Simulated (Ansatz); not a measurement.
What does this script print? It uses Ansatz 0.2.0 through its Python package.

Contents of `ch4geos.xyz`:
```text
8

C    -0.35180    1.13800    0.06720
O    -1.06720   -0.04520   -0.11500
Ge   -0.29480   -1.24330    0.94530
S     1.62960   -2.02850   -0.04430
H     0.66840    1.10170   -0.27090
H    -0.88430    1.95490   -0.59760
H    -0.45640    1.54570    1.10900
H     0.84870   -2.48050   -1.14940
```

Script `ch4geos_scan.py`:
```python
"""Stretching a bond of CH4GeOS, the rest held rigid."""

from dataclasses import dataclass

import ansatz as az
import numpy as np


@dataclass(frozen=True)
class RunConfig:
    basis: str = "def2-SVP"
    method: str = "MP2"


settings = RunConfig()

system = az.Crystal.molecule_from_extxyz("ch4geos.xyz")

symbols = [site.symbol for site in system.cartesian_sites]
start = np.array([site.position_ang for site in system.cartesian_sites])
axis = (start[1] - start[0]) / np.linalg.norm(start[1] - start[0])
moving = [1, 2, 3, 7]
lengths, energies = [1.227, 1.283, 1.339, 1.395, 1.45, 1.506, 1.562, 1.646], []
for length in lengths:
    xyz = start.copy()
    xyz[moving] += (length - np.linalg.norm(start[1] - start[0])) * axis
    point = az.Crystal.molecule()
    for symbol, xyz in zip(symbols, xyz):
        point = point.atom(symbol, xyz.tolist())
    model = point.calculation().basis(gaussian=settings.basis).correlation(settings.method)
    rep = model.run().report
    energies.append(rep["free_energy_ev"])
    print(f"r = {length:6.3f} A  E = {energies[-1]:.5f} eV  <S^2> = {abs(rep['mean_field']['state']['spin_squared']):.3f}")

# quartic fit about the minimum
fit = np.polynomial.Polynomial.fit(lengths, np.array(energies) - min(energies), 4).convert()
roots = [r.real for r in fit.deriv().roots() if abs(r.imag) < 1e-9 and fit.deriv(2)(r.real) > 0]
r_e = min(roots, key=lambda r: abs(r - lengths[int(np.argmin(energies))]))
print(f"minimum of the fit at {r_e:.4f} A, force constant {fit.deriv(2)(r_e):.2f} eV/A^2")
```

Running `python ch4geos_scan.py` prints:
```text
r =  1.227 A  E = -70425.89287 eV  <S^2> = 0.000
r =  1.283 A  E = -70426.43919 eV  <S^2> = 0.000
r =  1.339 A  E = -70426.75310 eV  <S^2> = 0.000
r =  1.395 A  E = -70426.89597 eV  <S^2> = 0.000
r =  1.450 A  E = -70426.91449 eV  <S^2> = 0.000
r =  1.506 A  E = -70426.84355 eV  <S^2> = 0.000
r =  1.562 A  E = -70426.70784 eV  <S^2> = 0.000
r =  1.646 A  E = -70426.42393 eV  <S^2> = 0.000
minimum of the fit at 1.4313 A, force constant 31.97 eV/A^2
```

Reading the output:
- These settings explore the input space; basis and method may be short of convergence.
- The rest of the molecule is held rigid at a force-field or estimated start geometry, and the basis set is modest; single-reference methods fail as a bond breaks.
- The orbitals are restricted, so S² is zero by construction.
- S² is that of the Hartree-Fock reference.
- Finished in 16 s on 1 thread of Arm Neoverse V2, on a shared host, peak memory 0.29 GiB.

(Lines on the test bed's own set-up are left out of the output.)
